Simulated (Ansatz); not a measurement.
# C₂H₈AlNSi: up Jacob's ladder to CCSD(T)

Aim: compute C₂H₈AlNSi with functionals from several rungs and with coupled cluster. The yardstick is the atomisation energy at the CCSD(T) limit.

Method: functionals in def2-TZVPP, the program's frozen cores in correlated methods; program: Ansatz 0.2.0, Gaussian basis.

The runs, in order: PBE-D4, r2SCAN-D4, PBE0-D4, B3LYP-D4, ωB97X-V, ωB97M-V, B2PLYP; CCSD(T)/def2-TZVPP; MP2/def2-QZVPP; extrapolation to the limit.

**1. The geometry**

An earlier PBE0-D4 in a triple-zeta def2 set relaxation fixed the geometry.

SMILES `C=CN[SiH2][AlH2]`, 13 atoms, charge 0, spin multiplicity 1.

Atoms are counted from 1 here; the program's logs count them from 0.

Bond lengths: C1–C2 1.396 Å, C1–H6 1.089 Å, C1–H7 1.084 Å, C2–N3 1.322 Å, C2–H8 1.089 Å, N3–Si4 1.828 Å, N3–H9 1.008 Å, Si4–Al5 2.493 Å, Si4–H10 1.493 Å, Si4–H11 1.497 Å, Al5–H12 1.600 Å, Al5–H13 1.595 Å. Angles: C2–C1–H6 117.2°, C2–C1–H7 116.6°, H6–C1–H7 114.0°, C1–C2–N3 122.5°, C1–C2–H8 120.1°, N3–C2–H8 117.2°, C2–N3–Si4 117.3°, C2–N3–H9 116.4°, Si4–N3–H9 122.8°, N3–Si4–Al5 87.9°, N3–Si4–H10 101.6°, N3–Si4–H11 105.7°, Al5–Si4–H10 130.2°, Al5–Si4–H11 119.4°, H10–Si4–H11 104.9°, Si4–Al5–H12 109.2°, Si4–Al5–H13 122.6°, H12–Al5–H13 120.6°.

**2. PBE-D4 (GGA)**

in.yaml

```yaml
crystal:
  periodic: [false, false, false]
  atoms:
    - {symbol: C, position_ang: [-1.079325, 0.907354, -0.153890]}
    - {symbol: C, position_ang: [-0.965237, -0.286421, -0.868779]}
    - {symbol: N, position_ang: [-0.313368, -1.335656, -0.398589]}
    - {symbol: Si, position_ang: [0.878222, -1.043515, 0.956848]}
    - {symbol: Al, position_ang: [1.058711, 1.314750, 0.168357]}
    - {symbol: H, position_ang: [-1.260563, 0.831331, 0.917425]}
    - {symbol: H, position_ang: [-1.621904, 1.712093, -0.636709]}
    - {symbol: H, position_ang: [-1.337204, -0.348540, -1.890717]}
    - {symbol: H, position_ang: [-0.267623, -2.142919, -1.001170]}
    - {symbol: H, position_ang: [1.816583, -2.191558, 0.784405]}
    - {symbol: H, position_ang: [0.133320, -1.340980, 2.220720]}
    - {symbol: H, position_ang: [1.792275, 1.340925, -1.253505]}
    - {symbol: H, position_ang: [1.186615, 2.548435, 1.170504]}
basis:
  gaussian: {orbitals: def2-TZVPP}
hamiltonian: {xc: pbe, dispersion: d4}
output: {forces: true, orbitals: {seedname: orbitals}}
```

Launch:

```console
$ ansatz run in.yaml --threads 4 --pin off --events-out ev --progress --plain --max-ram 10444MiB
```

Further steps of the session: r2SCAN-D4 (meta-GGA); PBE0-D4 (hybrid); B3LYP-D4 (hybrid); ωB97X-V (range-separated); ωB97M-V (range-separated); B2PLYP (double hybrid); CCSD(T) in def2-TZVPP; MP2 in def2-QZVPP.

Before running them: what should the planned runs give, taken together? Wanted: atomisation energy, CCSD(T)/CBS; farthest; mean size of error, hybrid; mean size of error, range-separated; gap, smallest and largest; T1 diagnostic; triples share of the correlation energy.

**Answer**, as computed:

```
                               quantity                                  value
        atomisation energy, CCSD(T)/CBS                          4481.3 kJ/mol
 functionals within 22.4 kJ/mol (0.5 %)  r2SCAN-D4, PBE0-D4, B3LYP-D4, ωB97M-V
                               farthest                  PBE-D4 (+71.8 kJ/mol)
             mean size of error, hybrid                            11.4 kJ/mol
    mean size of error, range-separated                            24.4 kJ/mol
              gap, smallest and largest    3.47 eV (PBE-D4), 9.78 eV (ωB97X-V)
                          T1 diagnostic                                 0.0158
triples share of the correlation energy                                  4.2 %
```

PBE-D4 is off by +71.8 kJ/mol. Double hybrids carry the basis error of their MP2 part in triple zeta, and no dispersion term here, so their miss is partly the set-up's. Misses under about 22.4 kJ/mol are within the doubt on the reference itself, which lacks core-valence correlation, relativity and higher excitations. Hartree-Fock recovers 73 % of the binding; the rest is correlation. Orbital gaps span 3.5 to 9.8 eV; exact exchange widens them.
